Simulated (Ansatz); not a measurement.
# C4H3F3: a ladder of functionals and wavefunction methods

Aim: compute C4H3F3 with functionals from several rungs and with coupled cluster, and see how far each lands from CCSD(T) at the basis-set limit for the atomisation energy.

Method: functionals in def2-TZVPP, the program's frozen cores in correlated methods; program: Ansatz 0.2.0, Gaussian basis.

Plan: PBE-D4, r2SCAN-D4, PBE0-D4, B3LYP-D4, ωB97X-V, ωB97M-V, B2PLYP; CCSD(T)/def2-TZVPP; MP2/def2-QZVPP; extrapolation to the limit.

### Step 1. Structure used throughout

All runs share one geometry, relaxed beforehand with PBE0-D4 in a triple-zeta def2 set.

SMILES `F/C=C(F)/C=C/F`, 10 atoms, charge 0, spin multiplicity 1.

Atoms are counted from 1 here; the program's logs count them from 0.

Bond lengths: F1–C2 1.332 Å, C2–C3 1.326 Å, C2–H8 1.082 Å, C3–C4 1.439 Å, C3–H9 1.084 Å, C4–F5 1.337 Å, C4–C6 1.331 Å, C6–F7 1.328 Å, C6–H10 1.081 Å. Angles: F1–C2–C3 121.1°, F1–C2–H8 113.2°, C3–C2–H8 125.7°, C2–C3–C4 122.7°, C2–C3–H9 119.6°, C4–C3–H9 117.7°, C3–C4–F5 116.3°, C3–C4–C6 124.3°, F5–C4–C6 119.5°, C4–C6–F7 121.9°, C4–C6–H10 123.2°, F7–C6–H10 114.9°.

### Step 2. PBE-D4 (GGA)

Input file in.yaml:

```yaml
crystal:
  periodic: [false, false, false]
  atoms:
    - {symbol: F, position_ang: [-2.557564, 0.139175, -1.536378]}
    - {symbol: C, position_ang: [-1.243473, 0.079201, -1.327535]}
    - {symbol: C, position_ang: [-0.745921, 0.039067, -0.098618]}
    - {symbol: C, position_ang: [0.666970, -0.026186, 0.166519]}
    - {symbol: F, position_ang: [1.469012, -0.045232, -0.902858]}
    - {symbol: C, position_ang: [1.199613, -0.067157, 1.386036]}
    - {symbol: F, position_ang: [2.512588, -0.127149, 1.576733]}
    - {symbol: H, position_ang: [-0.666280, 0.068079, -2.243233]}
    - {symbol: H, position_ang: [-1.417201, 0.055368, 0.751948]}
    - {symbol: H, position_ang: [0.607557, -0.054466, 2.290683]}
basis:
  gaussian: {orbitals: def2-TZVPP}
hamiltonian: {xc: pbe, dispersion: d4}
output: {forces: true, orbitals: {seedname: orbitals}}
```

Command:

```bash
$ ansatz run in.yaml --threads 4 --pin off --events-out ev --progress --plain --max-ram 10444MiB
```

Output, cut to the lines that bear on the results:

```text
Functional definition: PBE
  name "PBE"
  cite "Perdew, Burke & Ernzerhof, Phys. Rev. Lett. 77, 3865 (1996) doi:10.1103/PhysRevLett.77.3865"
  parent pbe
[...]
1365 factors; their error is unknown
[...]
mean field -12338.01600852 eV, -453.4137253055 hartree, gradient 3.6e-5 eV, S^2 0.000000; 0 other end points of the search recorded, 0 dependent functions left out
[...]
reference -12338.01604321 eV, -453.4137265803 hartree; 27, 27 occupied and 232, 232 virtual orbitals, 1365 factors
Total energy: -12338.20180207 eV, -453.4205530927 hartree
Atom 0 at    -2.557564     0.139175    -1.536378 Å, force    -0.736652     0.034344    -0.149265 eV/Å
Atom 1 at    -1.243473     0.079201    -1.327535 Å, force     0.215430    -0.004087    -0.366947 eV/Å
Atom 2 at    -0.745921     0.039067    -0.098618 Å, force     0.331206    -0.021163     0.476805 eV/Å
Atom 3 at     0.666970    -0.026186     0.166519 Å, force    -0.680826     0.032477    -0.149604 eV/Å
Atom 4 at     1.469012    -0.045232    -0.902858 Å, force     0.486845    -0.012686    -0.602290 eV/Å
Atom 5 at     1.199613    -0.067157     1.386036 Å, force    -0.190190     0.001169     0.471552 eV/Å
Atom 6 at     2.512588    -0.127149     1.576733 Å, force     0.728535    -0.033282     0.126648 eV/Å
Atom 7 at    -0.666280     0.068079    -2.243233 Å, force     0.136322    -0.002757    -0.218036 eV/Å
Atom 8 at    -1.417201     0.055368     0.751948 Å, force    -0.140904     0.003085     0.190796 eV/Å
Atom 9 at     0.607557    -0.054466     2.290683 Å, force    -0.149766     0.002900     0.220341 eV/Å
Dipole moment:    -0.182545     0.005577     0.166729 e Å
```

Run time: 1.4 s. Hardware: 4 threads of Intel Xeon 6975P-C, shared host; peak memory 0.32 GiB.

With the free atoms at this level, -12291.114 eV in sum, the atomisation energy is 47.088 eV. HOMO -5.68 eV, LUMO -1.81 eV.

### Step 3. r2SCAN-D4 (meta-GGA)

in.yaml: that of step 2 with these lines changed.

```diff
@@ -15,3 +15,3 @@
   gaussian: {orbitals: def2-TZVPP}
-hamiltonian: {xc: pbe, dispersion: d4}
+hamiltonian: {xc: r2scan, dispersion: d4}
 output: {forces: true, orbitals: {seedname: orbitals}}
```

Launched as before.

Output, cut to the lines that bear on the results:

```text
Functional definition: r2SCAN
  name "r2SCAN"
  cite "Furness, Kaplan, Ning, Perdew & Sun, J. Phys. Chem. Lett. 11, 8208 (2020) doi:10.1021/acs.jpclett.0c02405"
  cite "Furness, Kaplan, Ning, Perdew & Sun, J. Phys. Chem. Lett. 11, 9248 (2020) doi:10.1021/acs.jpclett.0c03077"
  parent r2scan
[...]
1365 factors; their error is unknown
[...]
mean field -12345.15321554 eV, -453.6760128257 hartree, gradient 8.1e-5 eV, S^2 0.000000; 0 other end points of the search recorded, 0 dependent functions left out
[...]
reference -12345.15322527 eV, -453.6760131832 hartree; 27, 27 occupied and 232, 232 virtual orbitals, 1365 factors
Total energy: -12345.20071467 eV, -453.6777583865 hartree
Atom 0 at    -2.557564     0.139175    -1.536378 Å, force    -0.341870     0.015763    -0.048506 eV/Å
Atom 1 at    -1.243473     0.079201    -1.327535 Å, force     0.255664    -0.007431    -0.262870 eV/Å
Atom 2 at    -0.745921     0.039067    -0.098618 Å, force     0.170762    -0.011503     0.298326 eV/Å
Atom 3 at     0.666970    -0.026186     0.166519 Å, force    -0.459391     0.021111    -0.024714 eV/Å
Atom 4 at     1.469012    -0.045232    -0.902858 Å, force     0.232927    -0.006441    -0.279397 eV/Å
Atom 5 at     1.199613    -0.067157     1.386036 Å, force    -0.206328     0.004373     0.300583 eV/Å
Atom 6 at     2.512588    -0.127149     1.576733 Å, force     0.346679    -0.015048     0.018997 eV/Å
Atom 7 at    -0.666280     0.068079    -2.243233 Å, force    -0.018124     0.000710    -0.006516 eV/Å
Atom 8 at    -1.417201     0.055368     0.751948 Å, force     0.010536    -0.000645     0.002102 eV/Å
Atom 9 at     0.607557    -0.054466     2.290683 Å, force     0.009146    -0.000889     0.001996 eV/Å
Dipole moment:    -0.196522     0.006124     0.171197 e Å
```

Run time: 2.3 s. Hardware: 4 threads of Intel Xeon 6975P-C, shared host; peak memory 0.35 GiB.

Atomisation energy: 45.263 eV (free atoms -12299.938 eV, run apart). HOMO -5.88 eV, LUMO -1.68 eV.

### Step 4. PBE0-D4 (hybrid)

in.yaml: that of step 3 with these lines changed.

```diff
@@ -15,3 +15,3 @@
   gaussian: {orbitals: def2-TZVPP}
-hamiltonian: {xc: r2scan, dispersion: d4}
-output: {forces: true, orbitals: {seedname: orbitals}}
+hamiltonian: {xc: pbe0, dispersion: d4}
+output: {orbitals: {seedname: orbitals}}
```

The command is unchanged.

Output:

```text
Functional definition: PBE0
  name "PBE0"
  cite "Adamo & Barone, J. Chem. Phys. 110, 6158 (1999) doi:10.1063/1.478522"
  cite "Perdew, Burke & Ernzerhof, Phys. Rev. Lett. 77, 3865 (1996) doi:10.1103/PhysRevLett.77.3865"
  parent pbe
  parameter a = 0.25
  parameter kappa = 0.804
  parameter beta = 0.06672455060314922
  exchange = (1 - a)*pbe_x(kappa = kappa, mu = beta*pi^2/3) + a*exact_x
  correlation = pbe_c(beta = beta)
1365 factors; their error is unknown
mean field evaluation 1: about -12333.5257 eV, gradient 4.7e1 eV
mean field evaluation 2: about -12333.7239 eV, gradient 4.3e1 eV
mean field evaluation 4: about -12338.0834 eV, gradient 2.7e0 eV
mean field evaluation 8: about -12338.1271 eV, gradient 5.6e-1 eV
mean field evaluation 16: about -12338.1275 eV, gradient 6.8e-5 eV
mean field -12338.12749654 eV, -453.4178224148 hartree, gradient 6.8e-5 eV, S^2 0.000000; 0 other end points of the search recorded, 0 dependent functions left out
reference -12338.12752231 eV, -453.4178233618 hartree; 27, 27 occupied and 232, 232 virtual orbitals, 1365 factors
Total energy: -12338.28266288 eV, -453.4235246726 hartree
```

It took 1.7 s on 4 threads of Intel Xeon 6975P-C, shared host; peak memory 0.62 GiB.

With the free atoms at this level, -12292.829 eV in sum, the atomisation energy is 45.454 eV. HOMO -6.84 eV, LUMO -0.94 eV.

### Step 5. B3LYP-D4 (hybrid)

B3LYP here takes the VWN-RPA correlation.

in.yaml: that of step 4 with these lines changed.

```diff
@@ -15,3 +15,3 @@
   gaussian: {orbitals: def2-TZVPP}
-hamiltonian: {xc: pbe0, dispersion: d4}
-output: {orbitals: {seedname: orbitals}}
+hamiltonian: {xc: {name: B3LYP}, dispersion: d4}
+output: {forces: true, orbitals: {seedname: orbitals}}
```

Launched as before.

Output, cut to the lines that bear on the results:

```text
Functional definition: B3LYP
  name "B3LYP"
  cite "Stephens, Devlin, Chabalowski & Frisch, J. Phys. Chem. 98, 11623 (1994) doi:10.1021/j100096a001"
  cite "Becke, Phys. Rev. A 38, 3098 (1988) doi:10.1103/PhysRevA.38.3098"
  cite "Lee, Yang & Parr, Phys. Rev. B 37, 785 (1988) doi:10.1103/PhysRevB.37.785"
  cite "Vosko, Wilk & Nusair, Can. J. Phys. 58, 1200 (1980) doi:10.1139/p80-159"
[...]
1365 factors; their error is unknown
[...]
mean field -12351.04009841 eV, -453.8923517808 hartree, gradient 3.0e-5 eV, S^2 0.000000; 0 other end points of the search recorded, 0 dependent functions left out
[...]
reference -12351.04033798 eV, -453.8923605851 hartree; 27, 27 occupied and 232, 232 virtual orbitals, 1365 factors
Total energy: -12351.33663555 eV, -453.9032493199 hartree
Atom 0 at    -2.557564     0.139175    -1.536378 Å, force    -0.427260     0.019951    -0.080653 eV/Å
Atom 1 at    -1.243473     0.079201    -1.327535 Å, force     0.389191    -0.015669    -0.100614 eV/Å
Atom 2 at    -0.745921     0.039067    -0.098618 Å, force    -0.086176     0.002823     0.087593 eV/Å
Atom 3 at     0.666970    -0.026186     0.166519 Å, force    -0.219102     0.005814     0.307596 eV/Å
Atom 4 at     1.469012    -0.045232    -0.902858 Å, force     0.270108    -0.007174    -0.340328 eV/Å
Atom 5 at     1.199613    -0.067157     1.386036 Å, force    -0.392794     0.015446     0.099770 eV/Å
Atom 6 at     2.512588    -0.127149     1.576733 Å, force     0.421368    -0.019088     0.072501 eV/Å
Atom 7 at    -0.666280     0.068079    -2.243233 Å, force    -0.055298     0.001161     0.070458 eV/Å
Atom 8 at    -1.417201     0.055368     0.751948 Å, force     0.046570    -0.001342    -0.056178 eV/Å
Atom 9 at     0.607557    -0.054466     2.290683 Å, force     0.053393    -0.001922    -0.060146 eV/Å
Dipole moment:    -0.204799     0.006338     0.181219 e Å
```

Run time: 2.6 s. Hardware: 4 threads of Intel Xeon 6975P-C, shared host; peak memory 0.7 GiB.

Atomisation energy: 44.856 eV (free atoms -12306.480 eV, run apart). HOMO -6.65 eV, LUMO -1.18 eV.

### Step 6. ωB97X-V (range-separated)

in.yaml: that of step 5 with these lines changed.

```diff
@@ -15,3 +15,3 @@
   gaussian: {orbitals: def2-TZVPP}
-hamiltonian: {xc: {name: B3LYP}, dispersion: d4}
-output: {forces: true, orbitals: {seedname: orbitals}}
+hamiltonian: {xc: {name: wB97X-V}}
+output: {orbitals: {seedname: orbitals}}
```

The command is unchanged.

Output, cut to the lines that bear on the results:

```text
Functional definition: wB97X-V
  name "wB97X-V"
  cite "Mardirossian & Head-Gordon, Phys. Chem. Chem. Phys. 16, 9904 (2014) doi:10.1039/C3CP54374A"
  cite "Becke, J. Chem. Phys. 107, 8554 (1997) doi:10.1063/1.475007"
  cite "Vydrov & Van Voorhis, J. Chem. Phys. 133, 244103 (2010) doi:10.1063/1.3521275"
[...]
      + integral(e_c_pw_opposite_spin*poly(b97_u_opposite, cos0, cos1)) + vv10(b, c)
1365 factors; their error is unknown
300 factors; integrals over basis functions are off by at most 8.2e-6 eV
[...]
mean field -12346.85992376 eV, -453.7387331961 hartree, gradient 8.0e-5 eV, S^2 0.000000; 0 other end points of the search recorded, 0 dependent functions left out
reference -12346.85992214 eV, -453.7387331364 hartree; 27, 27 occupied and 232, 232 virtual orbitals, 1365 factors
Total energy: -12346.85992214 eV, -453.7387331364 hartree
```

Run time: 3.7 s. Hardware: 4 threads of Intel Xeon 6975P-C, shared host; peak memory 0.77 GiB.

Atomisation energy: 44.857 eV (free atoms -12302.003 eV, run apart). HOMO -9.02 eV, LUMO 1.24 eV.

### Step 7. ωB97M-V (range-separated)

in.yaml: that of step 6 with these lines changed.

```diff
@@ -15,3 +15,3 @@
   gaussian: {orbitals: def2-TZVPP}
-hamiltonian: {xc: {name: wB97X-V}}
-output: {orbitals: {seedname: orbitals}}
+hamiltonian: {xc: {name: wB97M-V}}
+output: {forces: true, orbitals: {seedname: orbitals}}
```

The command is unchanged.

Output, cut to the lines that bear on the results:

```text
Functional definition: wB97M-V
  name "wB97M-V"
  cite "Mardirossian & Head-Gordon, J. Chem. Phys. 144, 214110 (2016) doi:10.1063/1.4952647"
  cite "Becke, J. Chem. Phys. 107, 8554 (1997) doi:10.1063/1.475007"
  cite "Vydrov & Van Voorhis, J. Chem. Phys. 133, 244103 (2010) doi:10.1063/1.3521275"
  # Of w^i u^j: cxij and so on, Table III.
[...]
  gx(w, u) = 1 - cx + cx01*u + cx10*w
  gss(w, u) = css00 + css04*u^4 + css10*w + css20*w^2 + css43*w^4*u^3
  gos(w, u) = cos00 + cos10*w + (cos20 + cos21*u)*w^2 + (cos60 + cos61*u)*w^6
[...]
      + integral(e_c_pw_mod_opposite_spin*gos(b97_w_opposite, b97_u_opposite)) + vv10(b, c)
1365 factors; their error is unknown
300 factors; integrals over basis functions are off by at most 8.2e-6 eV
[...]
Atom 0 at    -2.557564     0.139175    -1.536378 Å, force    -0.310300     0.014330    -0.042408 eV/Å
Atom 1 at    -1.243473     0.079201    -1.327535 Å, force     0.454951    -0.022577     0.168280 eV/Å
Atom 2 at    -0.745921     0.039067    -0.098618 Å, force    -0.522184     0.026165    -0.206773 eV/Å
Atom 3 at     0.666970    -0.026186     0.166519 Å, force     0.322355    -0.021680     0.582454 eV/Å
Atom 4 at     1.469012    -0.045232    -0.902858 Å, force     0.171510    -0.004021    -0.266124 eV/Å
Atom 5 at     1.199613    -0.067157     1.386036 Å, force    -0.500832     0.024500    -0.197396 eV/Å
Atom 6 at     2.512588    -0.127149     1.576733 Å, force     0.349005    -0.015321     0.031642 eV/Å
Atom 7 at    -0.666280     0.068079    -2.243233 Å, force    -0.042433     0.000500     0.077097 eV/Å
Atom 8 at    -1.417201     0.055368     0.751948 Å, force     0.036236    -0.000692    -0.071122 eV/Å
Atom 9 at     0.607557    -0.054466     2.290683 Å, force     0.041692    -0.001204    -0.075650 eV/Å
Dipole moment:    -0.211333     0.006759     0.172041 e Å
```

Wall time 5.5 s (4 threads of Intel Xeon 6975P-C, shared host); peak memory 0.9 GiB.

Atomisation energy: 44.977 eV (free atoms -12302.368 eV, run apart). HOMO -8.93 eV, LUMO 1.16 eV.

### Step 8. B2PLYP (double hybrid)

in.yaml: that of step 7 with these lines changed.

```diff
@@ -15,3 +15,2 @@
   gaussian: {orbitals: def2-TZVPP}
-hamiltonian: {xc: {name: wB97M-V}}
-output: {forces: true, orbitals: {seedname: orbitals}}
+hamiltonian: {xc: {name: B2PLYP}}
```

The command is unchanged.

Output, cut to the lines that bear on the results:

```text
Functional definition: B2PLYP
  name "B2PLYP"
  cite "Grimme, J. Chem. Phys. 124, 034108 (2006) doi:10.1063/1.2148954"
  cite "Becke, Phys. Rev. A 38, 3098 (1988) doi:10.1103/PhysRevA.38.3098"
  cite "Lee, Yang & Parr, Phys. Rev. B 37, 785 (1988) doi:10.1103/PhysRevB.37.785"
[...]
1651 factors; integrals over basis functions are off by at most 1.0e-3 eV
[...]
mean field -12330.89253448 eV, -453.1519424630 hartree, gradient 3.8e-6 eV, S^2 0.000000; 0 other end points of the search recorded, 0 dependent functions left out
7 core orbitals not correlated: weight in the atoms' cores, before any rotation towards them, 1.000 or more for the frozen orbitals, at most 0.000 for the correlated occupied ones
reference -12330.89268669 eV, -453.1519480564 hartree; 20, 20 occupied and 232, 232 virtual orbitals, 1651 factors
second order -44.47794097 eV of doubles, -0.00000000 eV of singles
Total energy: -12342.90173075 eV, -453.5932722857 hartree
```

It took 3.6 s on 4 threads of Intel Xeon 6975P-C, shared host; peak memory 0.73 GiB.

Atomisation energy: 44.452 eV (free atoms -12298.450 eV, run apart).

### Step 9. Orbital energies across the functionals

Dipoles come from the runs that computed forces. Levels are read from the orbital files that the runs wrote:

| functional | HOMO (eV) | LUMO (eV) | gap (eV) | dipole (D) |
| --- | --- | --- | --- | --- |
| PBE-D4 | -5.68 | -1.81 | 3.87 | 1.19 |
| r2SCAN-D4 | -5.88 | -1.68 | 4.20 | 1.25 |
| PBE0-D4 | -6.84 | -0.94 | 5.90 |  |
| B3LYP-D4 | -6.65 | -1.18 | 5.47 | 1.31 |
| ωB97X-V | -9.02 | 1.24 | 10.26 |  |
| ωB97M-V | -8.93 | 1.16 | 10.10 | 1.31 |

### Step 10. CCSD(T) in def2-TZVPP

in.yaml: that of step 8 with these lines changed.

```diff
@@ -15,2 +15,2 @@
   gaussian: {orbitals: def2-TZVPP}
-hamiltonian: {xc: {name: B2PLYP}}
+correlation: {method: ccsd_t}
```

Launched as before.

Output, cut to the lines that bear on the results:

```text
Functional definition: HF
  name "HF"
  cite "Fock, Z. Phys. 61, 126 (1930) doi:10.1007/BF01340294"
  parent pbe
[...]
1651 factors; integrals over basis functions are off by at most 1.0e-3 eV
[...]
mean field -12290.25068298 eV, -451.6583819684 hartree, gradient 3.0e-6 eV, S^2 0.000000; 0 other end points of the search recorded, 0 dependent functions left out; unrestricted orbitals would lower it
7 core orbitals not correlated: weight in the atoms' cores, before any rotation towards them, 1.000 or more for the frozen orbitals, at most 0.000 for the correlated occupied ones
reference -12290.25068298 eV, -451.6583819684 hartree; 20, 20 occupied and 232, 232 virtual orbitals, 1651 factors
second order -37.05592892 eV of doubles, -0.00000000 eV of singles
cycle   1  -36.67497033 eV  change    3.8e-1 eV  update   1.3e-1
[...]
cycle  12  -37.67614456 eV  change   -7.4e-6 eV  update   3.2e-6
perturbative correction -1.47458106 eV, -0.0541898545 hartree
Total energy: -12329.40140861 eV, -453.0971445978 hartree
```

It took 78 s on 4 threads of Intel Xeon 6975P-C, shared host; peak memory 7.5 GiB.

### Step 11. MP2 in def2-QZVPP

in.yaml: that of step 10 with these lines changed.

```diff
@@ -14,3 +14,3 @@
 basis:
-  gaussian: {orbitals: def2-TZVPP}
-correlation: {method: ccsd_t}
+  gaussian: {orbitals: "def2-QZVPP.json"}
+correlation: {method: mp2}
```

Same command.

Output:

```text
Functional definition: HF
  name "HF"
  cite "Fock, Z. Phys. 61, 126 (1930) doi:10.1007/BF01340294"
  parent pbe
  exchange = exact_x
  correlation = 0
3027 factors; integrals over basis functions are off by at most 8.4e-4 eV
mean field evaluation 1: about -12287.4507 eV, gradient 3.7e1 eV
mean field evaluation 2: about -12287.6578 eV, gradient 3.7e1 eV
mean field evaluation 4: about -12290.7322 eV, gradient 4.9e0 eV
mean field evaluation 8: about -12290.7902 eV, gradient 3.2e-1 eV
mean field -12290.79060732 eV, -451.6782238218 hartree, gradient 2.9e-6 eV, S^2 0.000000; 0 other end points of the search recorded, 0 dependent functions left out; unrestricted orbitals would lower it
mean field evaluation 16: about -12290.7938 eV, gradient 2.7e0 eV
7 core orbitals not correlated: weight in the atoms' cores, before any rotation towards them, 1.000 or more for the frozen orbitals, at most 0.000 for the correlated occupied ones
reference -12290.79060732 eV, -451.6782238218 hartree; 20, 20 occupied and 462, 462 virtual orbitals, 3027 factors
second order -40.12921411 eV of doubles, -0.00000000 eV of singles
Total energy: -12330.91982143 eV, -453.1529452400 hartree
```

Run time: 16 s. Hardware: 4 threads of Intel Xeon 6975P-C, shared host; peak memory 3.1 GiB.

The pieces so far (eV):

| basis | HF | MP2 correlation | CCSD correlation | (T) | total |
| --- | --- | --- | --- | --- | --- |
| def2-TZVPP | -12290.2507 | -37.0559 | -37.6761 | -1.4746 | -12329.4014 |
| def2-QZVPP | -12290.7906 | -40.1292 |  |  | -12330.9198 (MP2) |

The report of the def2-TZVPP run gives T1 = 0.0128.

### Step 12. Extrapolating to the complete basis

No new run: Hartree-Fock is extrapolated as exp(−7.88√X) and correlation as X^−2.97, with X = 3 and 4; only MP2 was run in the larger set, so CCSD(T) minus MP2 is added from the smaller one.

| level | energy at the limit (eV) |
| --- | --- |
| HF | -12290.8650 |
| MP2 | -12333.2707 |
| CCSD | -12333.8909 |
| CCSD(T) | -12335.3655 |

### Step 13. Atomisation energies

Atomisation energy = energies of 3 F, 4 C, 3 H (separate runs, same level) minus the molecule's; electronic only, no spin-orbit term.

Differences are taken before rounding.

| method | rung | atoms, summed (eV) | atomisation energy (eV) | from CCSD(T)/CBS (eV) | time |
| --- | --- | --- | --- | --- | --- |
| PBE-D4 | GGA | -12291.114 | 47.088 | +2.396 | 1.4 s |
| r2SCAN-D4 | meta-GGA | -12299.938 | 45.263 | +0.571 | 2.3 s |
| PBE0-D4 | hybrid | -12292.829 | 45.454 | +0.761 | 1.7 s |
| B3LYP-D4 | hybrid | -12306.480 | 44.856 | +0.164 | 2.6 s |
| ωB97X-V | range-separated | -12302.003 | 44.857 | +0.164 | 3.7 s |
| ωB97M-V | range-separated | -12302.368 | 44.977 | +0.284 | 5.5 s |
| B2PLYP | double hybrid | -12298.450 | 44.452 | -0.240 | 3.6 s |
| HF/def2-TZVPP | wavefunction | -12258.858 | 31.392 | -13.300 |  |
| MP2/def2-TZVPP | wavefunction | -12282.201 | 45.106 | +0.413 |  |
| CCSD/def2-TZVPP | wavefunction | -12285.405 | 42.522 | -2.170 |  |
| CCSD(T)/def2-TZVPP | wavefunction | -12285.906 | 43.495 | -1.197 | 78 s |
| MP2/CBS | wavefunction | -12286.968 | 46.303 | +1.610 |  |
| CCSD(T)/CBS | wavefunction | -12290.673 | 44.693 | 0 | 94 s |

Among the levels timed on like hardware and quicker than the yardstick, those that no quicker one beats, quickest first: PBE-D4 (1.4 s, +2.396 eV); PBE0-D4 (1.7 s, +0.761 eV); r2SCAN-D4 (2.3 s, +0.571 eV); B3LYP-D4 (2.6 s, +0.164 eV).

B2PLYP carry no dispersion term (for B3LYP, D4 adds 0.296 eV).

Times are those of the molecule's run; HF, MP2 and CCSD come out of the CCSD(T) runs, and the limit's time is the sum of the runs that it needs.

### Step 14. Results

```
                               quantity                                 value
        atomisation energy, CCSD(T)/CBS                             44.693 eV
    functionals within 0.223 eV (0.5 %)                     B3LYP-D4, ωB97X-V
                               farthest                    PBE-D4 (+2.396 eV)
             mean size of error, hybrid                              0.463 eV
    mean size of error, range-separated                              0.224 eV
              gap, smallest and largest  3.87 eV (PBE-D4), 10.26 eV (ωB97X-V)
                          T1 diagnostic                                0.0128
triples share of the correlation energy                                 3.8 %
```

What this shows: PBE-D4 misses by +2.396 eV. Double hybrids carry the basis error of their MP2 part in triple zeta, and no dispersion term here, so their miss is partly the set-up's. Misses under about 0.223 eV are within the doubt on the reference itself, which lacks core-valence correlation, relativity and higher excitations. Hartree-Fock recovers 70 % of the binding; the rest is correlation. The gap grows from 3.9 to 10.3 eV across the functionals, mostly with the share of exact exchange. The restricted reference is unstable towards a spin-broken one.

B3LYP-D4 reaches 0.164 eV from the reference in 2.6 s, where CCSD(T)/CBS took 94 s; the quickest level in the cost chart, PBE-D4, takes 1.4 s and misses by 2.396 eV.
